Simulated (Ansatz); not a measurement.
# BBrHO: the cost of one run

Method: UKS PBE0-D4/def2-SVP, in Ansatz 0.2.0.

### Step 1. The starting structure

Bond lengths: O1–B2 1.216 Å, B2–Br3 1.750 Å, O1–H4 0.964 Å. Angles: O1–B2–Br3 179.9°, B2–O1–H4 179.3°.

Structure file:

```xyz
4

O    -0.0731    0.7984   -0.0651
B     0.0385   -0.4078    0.0367
Br    0.2011   -2.1437    0.1842
H    -0.1665    1.7531   -0.1558
```

### Step 2. Preparing the start

Input file input.yaml:

```yaml
crystal:
  periodic: [false, false, false]
  atoms:
    - { symbol: O, position_ang: [-0.07311, 0.79841, -0.06509] }
    - { symbol: B, position_ang: [0.03848, -0.40778, 0.0367] }
    - { symbol: Br, position_ang: [0.20113, -2.14372, 0.18423] }
    - { symbol: H, position_ang: [-0.1665, 1.7531, -0.15585] }
total_charge: 1
magnetization:
  spin_polarized: true
basis:
  gaussian: { orbitals: def2-SVP }
hamiltonian:
  xc: pbe0
  dispersion: d4
relax:
  f_tol: 0.02
  max_steps: 40
```

Started as:

```
ansatz run input.yaml --threads 1 --pin off --max-ram 2048MiB --backend cpu --events-out ev --progress --plain --runs-dir out
```

What time and memory should one allow on 1 thread of Arm Neoverse V2, shared host?

About 12 s, with a peak of 0.16 GiB.
